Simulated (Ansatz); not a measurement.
# MnSb (P6_3/mmc): from the first guess to the electronic structure

Aim: bring MnSb (P6_3/mmc) to zero pressure, then compute its bands, density of states and charges.

Computed with Ansatz 0.2.0 (DFT PBE, scalar-relativistic, plane waves, PAW, unless a step's input says otherwise).

Spin polarisation is switched off on purpose; where the compound carries moments, volume, stiffness and gap are then not the real material's.

## (1) Starting point

Symmetry: P6_3/mmc, No. 194, hexagonal system. The conventional cell has a = 4.150 Å, b = 4.150 Å, c = 5.780 Å, α = 90.00°, β = 90.00°, γ = 120.00°. Mn (site symmetry -3m) has 6 Sb at 2.80 Å and 2 Mn at 2.89 Å as nearest neighbours. Around Sb (site symmetry -6m2) lie 6 Mn at 2.80 Å.

As a file:

```
CELL_PARAMETERS angstrom
4.15000 0.00000 0.00000
-2.07500 3.59401 0.00000
0.00000 0.00000 5.78000
ATOMIC_POSITIONS crystal
Mn 0.00000 0.00000 0.00000
Mn 0.00000 0.00000 0.50000
Sb 0.33333 0.66667 0.25000
Sb 0.66667 0.33333 0.75000
```

## (2) Relaxing cell and atoms

The input, input.yaml:

```yaml
crystal:
  lattice:
    - [4.15, 0.0, 0.0]
    - [-2.075, 3.5940054257, 0.0]
    - [0.0, 0.0, 5.78]
  atoms:
    - { symbol: Mn, position: [0.0, 0.0, 0.0] }
    - { symbol: Mn, position: [0.0, 0.0, 0.5] }
    - { symbol: Sb, position: [0.3333333333, 0.6666666667, 0.25] }
    - { symbol: Sb, position: [0.6666666667, 0.3333333333, 0.75] }
basis:
  ecutwfc: 420
  ecutrho_ratio: 4
kpoints:
  mp_grid: { grid: [12, 12, 8] }
hamiltonian:
  xc: pbe
scf:
  occupations: { method: gaussian, width: 0.05 }
output:
  forces: true
  stress: true
  eigenvalues: true
relax:
  f_tol: 0.01
  max_steps: 60
  cell: { stress_tol: 0.04 }
```

Command:

```sh
$ ansatz run input.yaml --threads 1 --pin off --max-ram 2560MiB --backend cpu --events-out ev --progress --plain --runs-dir out
```

Further steps of the session: Full relaxation once more, on the mesh of the new cell; Bands and density of states at the final cell.

What does the calculation give? Wanted: space group; conventional cell; volume; pressure; gap; states at the Fermi level; Bader charges.

As calculated:

| quantity | value |
| --- | --- |
| space group | P6_3/mmc (No. 194) |
| conventional cell | a = 4.119 Å, b = 4.119 Å, c = 4.804 Å, α = 90.00°, β = 90.00°, γ = 120.00° |
| volume | 17.644 Å³/atom |
| pressure | 0.00 GPa |
| gap | none (metal) |
| states at the Fermi level | about 4.2 (mean within 0.5 eV; 6.3 at the level itself) per eV per cell |
| Bader charges | Mn +0.10; Sb -0.10 e |

**Reading.** From the first run shown, the volume went from 21.55 to 17.64 Å³/atom (-18.1 %) in 2 runs, where the pressure is zero within 0.01 GPa. The shape changed strongly (edges by -1, -1, -17 %), so the end may no longer be the structure type named at the start. It comes out metallic; the largest share of the states at the Fermi level is Mn 3d (91 % of the projected weight). The Bader partition leaves Mn most positive, at +0.10 e. Spin polarisation wasn't allowed in this run. Spin–orbit coupling is left out, though the cell holds Sb; it can open a gap where p bands cross.
